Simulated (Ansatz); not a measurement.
# B2W: stress in a strained cell

B2W is deformed so: equal xx and yy strain of -2 %. What stress and forces result, by LAPW, PAW and all-electron datasets made for the crystal?

Computed with Ansatz 0.2.0 (DFT LDA, scalar-relativistic, unless a step's input says otherwise).

**1. The starting structure**

Symmetry: P6/mmm, No. 191, hexagonal system. Conventional cell: a = 3.020 Å, b = 3.020 Å, c = 3.050 Å, α = 90.00°, β = 90.00°, γ = 120.00°. B (site symmetry -6m2) is surrounded by 3 B at 1.74 Å and 6 W at 2.32 Å. W (site symmetry 6/mmm) has 12 B at 2.32 Å in its first shell of neighbours.

Structure file:

```cif
data_structure
_symmetry_space_group_name_H-M 'P 1'
_symmetry_Int_Tables_number 1
_cell_length_a 3.0200
_cell_length_b 3.0200
_cell_length_c 3.0500
_cell_angle_alpha 90.000
_cell_angle_beta 90.000
_cell_angle_gamma 120.000
_cell_volume 24.09
loop_
_atom_site_label
_atom_site_type_symbol
_atom_site_fract_x
_atom_site_fract_y
_atom_site_fract_z
_atom_site_occupancy
B1 B 0.33333 0.66667 0.50000 1
B2 B 0.66667 0.33333 0.50000 1
W1 W 0.00000 0.00000 0.00000 1
```

Atoms are numbered in the order of the input: B1, B2, W3.

**2. After the deformation**

Space group P6/mmm before, P6/mmm after.

**3. All-electron LAPW**

input.yaml reads:

```yaml
crystal:
  lattice:
    - [2.9596013921, 0.0, 0.0]
    - [-1.4798006961, 2.5630899906, 0.0]
    - [0.0, 0.0, 3.05]
  atoms:
    - { symbol: B, position: [0.3333333333, 0.6666666667, 0.5] }
    - { symbol: B, position: [0.6666666667, 0.3333333333, 0.5] }
    - { symbol: W, position: [0.0, 0.0, 0.0] }
kpoints:
  mp_grid: { grid: [14, 14, 12] }
  band_path:
    path:
      - [0.0, 0.0, 0.0]
      - [0.5, 0.0, 0.0]
      - [0.3333333333, 0.3333333333, 0.0]
      - [0.0, 0.0, 0.0]
      - [0.0, 0.0, 0.5]
      - [0.5, 0.0, 0.5]
      - [0.3333333333, 0.3333333333, 0.5]
      - [0.0, 0.0, 0.5]
      - [0.5, 0.0, 0.5]
    npoints: 5
scf:
  occupations: { method: fermi_dirac, width: 0.05 }
hamiltonian:
  xc: lda
  pseudopotentials: { kind: all_electron, lapw: { basis_error: 0.0005 } }
output:
  forces: true
  stress: true
  eigenvalues: true
```

Command:

```bash
> ansatz run input.yaml --threads 1 --pin off --max-ram 4096MiB --backend cpu --events-out ev --progress --plain --runs-dir out
```

The log of the run (excerpt; [...] marks lines left out):

```text
LAPW: plane waves up to 9.764 Å⁻¹, error target 5.0e-4 eV per atom; small_component_spin mean_spin; B in spheres of 0.854 Å, 5 of its electrons in bands, Dirac shells []; W in spheres of 1.289 Å, 44 of its electrons in bands, Dirac shells []
[...]
Pseudopotentials: kind: all_electron
Pseudopotential: B, LAPW, valence charge 5, Koelling and Harmon's equation, gaussian nucleus
Pseudopotential: W, LAPW, valence charge 44, Koelling and Harmon's equation, gaussian nucleus
Functional definition: SPW92
[...]
Crystal: 3 atoms, lattice volume = 23.136 Å³
Basis set: ecut = 363.2442182281591 eV, 387 PW (Γ), exchange–correlation at level 2
Bands: 33, of which v1, the nominal top of the filled ones, is band 27 counted from 1 (26 counted from 0)
Symmetry: 24 space group operations
Space group: P6/mmm (ITA 191), of the structure as read, at distance tolerance 2.8e-5 Å
k-points: 168 of 2352
[...]
SCF iter   1: F=—  HF=-440289.594928 eV  |F-HF|=—  |Δ(HF+E_count)|=         —  Δρ=1.16e-1  dr2=5.08e0  ethr=9.41e-3  ⟨swp⟩=2.0  Hψ=35682  notcnv=0
[...]
the basis was enlarged: its passes take 100.8 KiB over the memory plan, 1 of 1 planned eigensolver slots
[...]
SCF iter   8: F=-440287.684731 eV  HF=-440287.684731 eV  |F-HF|=1.51e-9  |Δ(HF+E_count)|=   9.37e-9  Δρ=6.40e-6  dr2=4.82e-9  ethr=1.68e-10  ⟨swp⟩=3.0  Hψ=16137  notcnv=0
[...]
NSCF: frozen V_eff on 41 k-points
SCF converged after 8 iterations
Free energy (F): -440287.684731 eV
[...]
E sigma→0 (E₀):  -440287.679487 eV
Entropy (-TS):   -0.010487 eV (-3.496 meV/atom)
Fermi energy:    28.226625 eV
[...]
--- Forces (eV/Å), atoms counted from 1 ---
  atom   1  B     -0.00000000     0.00000000     0.00000000
  atom   2  B      0.00000000    -0.00000000     0.00000000
  atom   3  W      0.00000000    -0.00000000     0.00000000
[...]
--- Stress (GPa, compression-positive) ---
       37.762095       0.000000       0.000000
       -0.000000      37.762095       0.000000
        0.000000       0.000000      49.385857
  P = ⅓ Tr σ = 41.6367 GPa (416.367 kbar)
--- Band table (eV; the first three rows and the last of 168) ---
[...]
```

Run time: 36 s. Hardware: 1 thread of AMD EPYC 7R43 (Zen 3), shared host; peak memory 0.69 GiB.

This run gives: pressure 41.64 GPa; no gap.

**4. PAW on the default files**

input.yaml reads:

```yaml
crystal:
  lattice:
    - [2.9596013921, 0.0, 0.0]
    - [-1.4798006961, 2.5630899906, 0.0]
    - [0.0, 0.0, 3.05]
  atoms:
    - { symbol: B, position: [0.3333333333, 0.6666666667, 0.5] }
    - { symbol: B, position: [0.6666666667, 0.3333333333, 0.5] }
    - { symbol: W, position: [0.0, 0.0, 0.0] }
kpoints:
  mp_grid: { grid: [14, 14, 12] }
scf:
  occupations: { method: fermi_dirac, width: 0.05 }
hamiltonian:
  xc: lda
  pseudopotentials: { kind: paw }
output:
  forces: true
  stress: true
  eigenvalues: true
  efg: { contact_densities: true }
```

Command:

```bash
> ansatz run input.yaml --threads 1 --pin off --max-ram 4096MiB --backend cpu --events-out ev --progress --plain --runs-dir out
```

The log of the run (excerpt; [...] marks lines left out):

```text
W: output.efg is read without spin–orbit coupling, which moves field gradients at and beside such atoms by some per cent and up to a factor of two; PAW files take it under magnetization.noncollinear and magnetization.spin_orbit
[...]
Pseudopotentials: kind: paw
Pseudopotential: B, paw, valence charge 3, recommended cutoff 420 eV (normal)
Pseudopotential: W, paw, valence charge 14, recommended cutoff 420 eV (normal)
[... 1 set-up line as earlier in the session ...]
[...]
Crystal: 3 atoms, lattice volume = 23.136 Å³
Basis set: ecut = 420 eV, 431 PW (Γ)
Bands: 14, of which v1, the nominal top of the filled ones, is band 10 counted from 1 (9 counted from 0)
[... 2 set-up lines as earlier in the session ...]
k-points: 168 of 2352
[...]
--- Stress (GPa, compression-positive) ---
       37.975160       0.000000       0.000000
        0.000000      37.975160       0.000000
        0.000000       0.000000      49.715459
  P = ⅓ Tr σ = 41.8886 GPa (418.886 kbar)
--- PAW observables at the nuclei: V_zz in 10²¹ V/m², potentials from the cell's mean, atoms counted from 1 ---
  atom   1  B  V_zz =    +0.110265   η = 0.0000   by run symmetry: allowed
            electrostatic potential = -343.081759 V   contact ρ = 475.113609 e/Å³
  atom   2  B  V_zz =    +0.110265   η = 0.0000   by run symmetry: allowed
            electrostatic potential = -343.081759 V   contact ρ = 475.113609 e/Å³
  atom   3  W  V_zz =    +4.867057   η = 0.0000   by run symmetry: allowed
            electrostatic potential = -14820.466690 V   contact ρ = 8788588.527708 e/Å³
--- Band table (eV; the first three rows and the last of 168) ---
  k-point 0: bands = ["-51.5291", "-15.9575", "-15.5937", "-15.5937", "6.5588", "17.0279", "17.1703", "17.1703", "19.5244", "23.9538", "23.9538", "26.8091", "26.8091", "27.2807"]
[...]
```

Run time: 3.5 s. Hardware: 1 thread of AMD EPYC 7R43 (Zen 3), shared host; peak memory 0.44 GiB.

Read from it: pressure 41.89 GPa; no gap; Vzz B1 0.11 (η = 0.00), W3 4.87 (η = 0.00) (10²¹ V/m²).

**5. Datasets made for this crystal**

Changes to input.yaml since step 4:

```diff
@@ -15,3 +15,3 @@
   xc: lda
-  pseudopotentials: { kind: paw }
+  pseudopotentials: { kind: all_electron, datasets: crystal }
 output:
```

Command:

```bash
> ansatz run input.yaml --threads 1 --pin off --max-ram 4096MiB --backend cpu --events-out ev --progress --plain --runs-dir out
```

The log of the run:

```text
hamiltonian.pseudopotentials.datasets: crystal makes datasets for this crystal and solves the spheres of its atoms anew in each pass: cutoff 440.0 eV, the density's 1760.0 eV; for an error of 0.50 meV an atom under PBE, 1.5 meV for the cell; an energy difference from a run of another recipe may be off by several times the error for the cell, under r2SCAN by more, where some 0.1 meV an atom stays at smaller errors; B in spheres of 0.852 Å, 3 of its electrons in bands; W in spheres of 1.376 Å, 6 of its electrons in bands, 22 on its site; only band paths and densities of states list, in semicore columns, the levels of the semicore shells that are solved separately: 4f of W, 5s of W, 5p of W
W: output.efg is read without spin–orbit coupling, which moves field gradients at and beside such atoms by some per cent and up to a factor of two; PAW files take it under magnetization.noncollinear and magnetization.spin_orbit
Engine: ansatz 0.2.0
[... 1 set-up line as earlier in the session ...]
Pseudopotential: B, paw, valence charge 3, recommended cutoff 440 eV (normal), Koelling and Harmon's equation, gaussian nucleus
Pseudopotential: W, paw, valence charge 28, recommended cutoff 440 eV (normal), Koelling and Harmon's equation, gaussian nucleus
[... 1 set-up line as earlier in the session ...]
  exchange = slater_x
  correlation = pw_c
Crystal: 3 atoms, lattice volume = 23.136 Å³
Basis set: ecut = 440 eV, 479 PW (Γ)
Bands: 10, of which v1, the nominal top of the filled ones, is band 6 counted from 1 (5 counted from 0)
[... 2 set-up lines as earlier in the session ...]
k-points: 168 of 2352
Non-local potential: B, projectors of the file, l = 0: 1, l = 1: 1
Non-local potential: W, projectors of the file, l = 0: 1, l = 1: 1, l = 2: 2
PAW form: soft (Blöchl's): semilocal exchange-correlation on the pseudo side does not see the compensation charge
PAW one-centre angular grid: B, 110 points (default); XC on its mesh's 1923 points in the sphere
PAW one-centre angular grid: W, 590 points (default); XC on its mesh's 1823 points in the sphere
Initial density: superposition of atomic densities (neutral atoms: chi_scale 0, normalization atom)
Initial wavefunctions: pseudopotential atomic-orbital guess
Functional: x = slater, c = lda
iter 1 solved again at ethr=9.65e-2 eV; its pass at ethr=1.00e-1 eV (dr2=1.16e1 eV) is discarded
SCF iter   1: F=—  HF=-440291.356491 eV  |F-HF|=—  |Δ(HF+E_count)|=         —  Δρ=1.87e-1  dr2=1.35e1  ethr=9.65e-2  ⟨swp⟩=2.0  Hψ=10172  notcnv=0
preconditioner: auto → none  [metal: Δε(μ)=0.064 eV  Ē_g=11.816 eV  σ=0.050 eV  W_gap=0.29  n_scr=2 (ndim 8)  ℏωp=26.7 eV  f_vac=0.000  D(μ)=0.65/eV (n_scr^D=2)  sad-step TF]
SCF iter   2: F=—  HF=-440288.499086 eV  |F-HF|=—  |Δ(HF+E_count)|=    2.86e0  Δρ=8.50e-2  dr2=2.76e0  ethr=9.65e-2  ⟨swp⟩=2.0  Hψ=3365  notcnv=0  defer=1
SCF iter   3: F=—  HF=-440287.846794 eV  |F-HF|=—  |Δ(HF+E_count)|=   6.52e-1  Δρ=3.92e-2  dr2=5.95e-1  ethr=2.30e-2  ⟨swp⟩=3.3  Hψ=4985  notcnv=0  defer=2
iter 4 solved again at ethr=1.98e-4 eV; its pass at ethr=4.96e-3 eV (dr2=2.37e-2 eV) is discarded
SCF iter   4: F=—  HF=-440287.694340 eV  |F-HF|=—  |Δ(HF+E_count)|=   1.52e-1  Δρ=8.41e-3  dr2=2.87e-2  ethr=1.98e-4  ⟨swp⟩=3.1  Hψ=8962  notcnv=0  defer=16
eigensolver tolerance schedule calibrated: the retry pair's looser diagonalisation under-reported the residual by θ = 0.17 (0.12/decade); ethr = c·dr2/N_el runs at the constant in force after the calibration composes with the one it found (an armed cap, an earlier calibration), c = 6.6e-2
SCF iter   5: F=—  HF=-440287.684757 eV  |F-HF|=—  |Δ(HF+E_count)|=   9.58e-3  Δρ=1.77e-3  dr2=7.28e-4  ethr=1.58e-4  ⟨swp⟩=3.2  Hψ=3894  notcnv=0  defer=9
SCF iter   6: F=—  HF=-440287.685135 eV  |F-HF|=—  |Δ(HF+E_count)|=   3.77e-4  Δρ=1.04e-3  dr2=2.85e-4  ethr=4.02e-6  ⟨swp⟩=3.4  Hψ=3934  notcnv=0  defer=6
SCF iter   7: F=—  HF=-440287.685003 eV  |F-HF|=—  |Δ(HF+E_count)|=   1.32e-4  Δρ=3.67e-4  dr2=3.99e-5  ethr=1.58e-6  ⟨swp⟩=3.0  Hψ=4538  notcnv=0  defer=5
SCF iter   8: F=—  HF=-440287.684989 eV  |F-HF|=—  |Δ(HF+E_count)|=   1.40e-5  Δρ=1.21e-4  dr2=4.93e-6  ethr=2.20e-7  ⟨swp⟩=2.4  Hψ=2850  notcnv=0  defer=2
iter 9 closing phase opened: the close's accurate solve read dr2=1.08e-7 eV against 9.38e-8 eV; the close is withheld, and while its budget lasts the loop goes on, solving accurately
SCF iter   9: F=-440287.684987 eV  HF=-440287.684987 eV  |F-HF|=8.02e-8  |Δ(HF+E_count)|=   1.35e-6  Δρ=1.70e-5  dr2=9.02e-8  ethr=2.72e-8  ⟨swp⟩=3.1  Hψ=8788  notcnv=0  defer=2
SCF iter  10: F=—  HF=-440287.684987 eV  |F-HF|=—  |Δ(HF+E_count)|=   7.28e-9  Δρ=1.84e-5  dr2=1.09e-7  ethr=1.00e-12  ⟨swp⟩=2.6  Hψ=2560  notcnv=0
SCF iter  11: F=-440287.684987 eV  HF=-440287.684987 eV  |F-HF|=1.55e-8  |Δ(HF+E_count)|=   2.81e-8  Δρ=7.01e-6  dr2=1.88e-8  ethr=1.00e-12  ⟨swp⟩=4.5  Hψ=4860  notcnv=0
1 of the run's printed levels, from 28.72 eV on, may lie off, as they stand: their residual norms reach 0.0032 eV (residual_norms_ev in the JSON report holds each one's)
SCF 1 converged in 11 iterations: F = -440287.684988 eV  dr2 = 1.88e-8
  Residual-converged pass: the last iteration was solved by the pass's rule, and is the pass (adopted: true)  max |occ|·‖R‖ = 6.4e-6 eV (tolerance 6.5e-6 eV)  dr2=1.88e-8  dr2_onsite=3.94e-9
SCF converged after 11 iterations
Free energy (F): -440287.684988 eV
Harris-Foulkes:  -440287.684988 eV  (|F-HF|=1.55e-8)
Internal energy: -440287.674502 eV  (E = F + TS)
E sigma→0 (E₀):  -440287.679745 eV
Entropy (-TS):   -0.010486 eV (-3.495 meV/atom)
Past the cutoff: the bands carry plane waves up to 1.75 times it, of which those up to 1.5 times it add -0.000099 eV an atom, each by itself; the spheres take 0.000054 eV an atom off the energy for waves past 1.75 times it
By the cutoff:   a pressure is off by up to 0.006 GPa (1.2 times the spheres' own share and the shells' term, over an atom's volume, and 0.004 GPa: a bound that held against runs at twice the plane waves)
Past the cutoffs: a stress includes 0.0055 GPa for waves and charges beyond them, in addition to the slope of what the spheres take
In the spheres:  the bands' charges fall short by 1.8e-6 e at most (sound up to 1e-3), those of shells solved beside the bands by 2.0e-6 e (sound up to 5e-4)
Fermi energy:    28.226626 eV
--- Per-component energies (eV) ---
  The terms above E_closure are by the made datasets' own strengths, without shells solved beside the bands.
--- Forces (eV/Å), atoms counted from 1 ---
  atom   1  B     -0.00000000     0.00000000     0.00000000
  atom   2  B      0.00000000    -0.00000000     0.00000000
  atom   3  W     -0.00000000    -0.00000000     0.00000000
  max |Σ_I F_I| component: 5.55e-17 eV/Å
--- Stress (GPa, compression-positive) ---
       37.764004       0.000000       0.000000
        0.000000      37.764004       0.000000
        0.000000       0.000000      49.388964
  P = ⅓ Tr σ = 41.6390 GPa (416.390 kbar)
  It holds what live shells' own plane waves past their cutoff add
--- PAW observables at the nuclei: V_zz in 10²¹ V/m², potentials from the cell's mean, atoms counted from 1 ---
  atom   1  B  V_zz =    +0.141995   η = 0.0000   by run symmetry: allowed
            electrostatic potential = -340.994561 V   contact ρ = 475.141864 e/Å³
  atom   2  B  V_zz =    +0.141995   η = 0.0000   by run symmetry: allowed
            electrostatic potential = -340.994561 V   contact ρ = 475.141864 e/Å³
  atom   3  W  V_zz =    +5.556821   η = 0.0000   by run symmetry: allowed
            electrostatic potential = -14814.053181 V   contact ρ = 8783951.710956 e/Å³
--- Band table (eV; the first three rows and the last of 168) ---
  k-point 0: bands = ["11.2347", "21.7028", "21.8417", "21.8417", "24.1997", "28.6246", "28.6246", "31.4772", "31.4772", "31.9512"]
  k-point 1: bands = ["11.3844", "21.3563", "21.9413", "21.9413", "24.4785", "27.9903", "27.9903", "31.1293", "31.1293", "32.4831"]
  k-point 2: bands = ["11.8187", "20.5200", "22.2388", "22.2388", "25.1639", "26.8991", "26.8991", "30.2234", "30.2234", "32.3146"]
  k-point 167: bands = ["15.7955", "16.4868", "20.5741", "21.6706", "22.1145", "30.1143", "31.9892", "32.8342", "33.2366", "33.9278"]
  guard bands above this table: 0 of the run's 10 bands, where the rule asks 2: the bands that hold charge and the lowest empty level above them stay in the table. A level can be missing at the table's top as with no guard band: raise scf.n_extra_bands
```

Run time: 44 s. Hardware: 1 thread of AMD EPYC 7R43 (Zen 3), shared host; peak memory 1 GiB.

In short: pressure 41.64 GPa; Vzz B1 0.14 (η = 0.00), W3 5.56 (η = 0.00) (10²¹ V/m²).

**6. Side by side**

Stress (GPa, compression positive):

```csv
method,xx,yy,zz,yz,xz,xy
LAPW,37.76,37.76,49.39,0.00,0.00,0.00
PAW,37.98,37.98,49.72,0.00,0.00,0.00
crystal datasets,37.76,37.76,49.39,0.00,0.00,0.00
```

| method | pressure (GPa) | Vzz B1 (10²¹ V/m²) | Vzz W3 (10²¹ V/m²) | SCF cycles, by the record's count |
| --- | --- | --- | --- | --- |
| LAPW | 41.64 | – | – | 8 |
| PAW | 41.89 | 0.11 | 4.87 | 6 |
| crystal datasets | 41.64 | 0.14 | 5.56 | 11 |

**7. Results**

| quantity | value |
| --- | --- |
| pressure | LAPW 41.64, PAW 41.89, crystal datasets 41.64 GPa |
| largest shear or deviatoric stress (LAPW) | 7.75 GPa |

The largest part of the stress beyond the pressure is 7.75 GPa in size, in the zz component; the atoms are carried along and not relaxed. No run of the undeformed cell stands beside it, so pressure and stress hold what the given cell had before the change, as far as its symmetry allows. PAW: stress within 0.33 GPa of LAPW. Crystal datasets: stress within 0.01 GPa of LAPW. Spin-orbit coupling is left out, though the cell holds W; in elements this heavy it can shift bands and gaps by tenths of an eV.
